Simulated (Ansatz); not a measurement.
# C₃H₈Si: how energies converge with the basis set

The task here is to estimate one member of a computed series from the others.

Method: one geometry, several basis sets; program: Ansatz 0.2.0, Gaussian basis.

Levels to be run: PBE0-D4/def2-SVP; ωB97M-V/def2-SVP; PBE0-D4/def2-QZVPP; ωB97M-V/def2-QZVPP; the functionals' def2-TZVPP values are taken from earlier runs.

1 further run of the same task is left out (it didn't finish).

**Structure used throughout**

An earlier PBE0-D4 in a triple-zeta def2 set relaxation fixed the geometry.

SMILES `C1C[SiH2]C1`, 12 atoms, charge 0, spin multiplicity 1.

Atoms are counted from 1 here; the program's logs count them from 0.

Bond lengths: C1–C2 1.553 Å, C1–C4 1.553 Å, C1–H5 1.093 Å, C1–H6 1.093 Å, C2–Si3 1.884 Å, C2–H7 1.093 Å, C2–H8 1.089 Å, Si3–C4 1.884 Å, Si3–H9 1.491 Å, Si3–H10 1.490 Å, C4–H11 1.093 Å, C4–H12 1.089 Å. Angles: C2–C1–C4 100.8°, C2–C1–H5 114.7°, C2–C1–H6 109.6°, C4–C1–H5 114.7°, C4–C1–H6 109.6°, H5–C1–H6 107.3°, C1–C2–Si3 86.1°, C1–C2–H7 110.9°, C1–C2–H8 116.4°, Si3–C2–H7 111.0°, Si3–C2–H8 122.0°, H7–C2–H8 108.7°, C2–Si3–C4 78.9°, C2–Si3–H9 120.7°, C2–Si3–H10 113.0°, C4–Si3–H9 120.7°, C4–Si3–H10 113.0°, H9–Si3–H10 108.2° and more.

The first run:

in.yaml

```yaml
crystal:
  periodic: [false, false, false]
  atoms:
    - {symbol: C, position_ang: [-0.898518, 0.397071, -0.417822]}
    - {symbol: C, position_ang: [0.390125, 1.148372, 0.016012]}
    - {symbol: Si, position_ang: [0.929840, -0.484445, 0.785884]}
    - {symbol: C, position_ang: [-0.391086, -1.071175, -0.422838]}
    - {symbol: H, position_ang: [-1.328640, 0.735630, -1.364441]}
    - {symbol: H, position_ang: [-1.668490, 0.516389, 0.349380]}
    - {symbol: H, position_ang: [1.007816, 1.396388, -0.851179]}
    - {symbol: H, position_ang: [0.248789, 2.048595, 0.612214]}
    - {symbol: H, position_ang: [2.338887, -0.955682, 0.661272]}
    - {symbol: H, position_ang: [0.518179, -0.621197, 2.211420]}
    - {symbol: H, position_ang: [0.048656, -1.328680, -1.389997]}
    - {symbol: H, position_ang: [-1.118557, -1.836266, -0.155904]}
basis:
  gaussian: {orbitals: def2-SVP}
hamiltonian: {xc: pbe0, dispersion: d4}
output: {orbitals: {seedname: orbitals}}
```

On the command line:

```bash
$ ansatz run in.yaml --threads 2 --pin off --events-out ev --progress --plain --max-ram 4352MiB
```

Among the steps run: PBE0-D4 in def2-SVP; ωB97M-V in def2-SVP; PBE0-D4 in def2-QZVPP; ωB97M-V in def2-QZVPP.

One table of the session follows, with a row left open; its other results are not shown here.

It belongs to the step «Functionals by basis». 

```
functional       basis  HOMO (eV)  LUMO (eV)
   PBE0-D4    def2-SVP      -7.84       0.98
   PBE0-D4  def2-TZVPP      -7.82       0.44
   PBE0-D4  def2-QZVPP      -7.82       0.25
   ωB97M-V    def2-SVP          ?          ?
   ωB97M-V  def2-TZVPP     -10.03       1.97
   ωB97M-V  def2-QZVPP     -10.04       1.49
```

**Question.** Estimate the row for ωB97M-V, def2-SVP.

As computed: HOMO (eV): -10.04; LUMO (eV): 2.83.
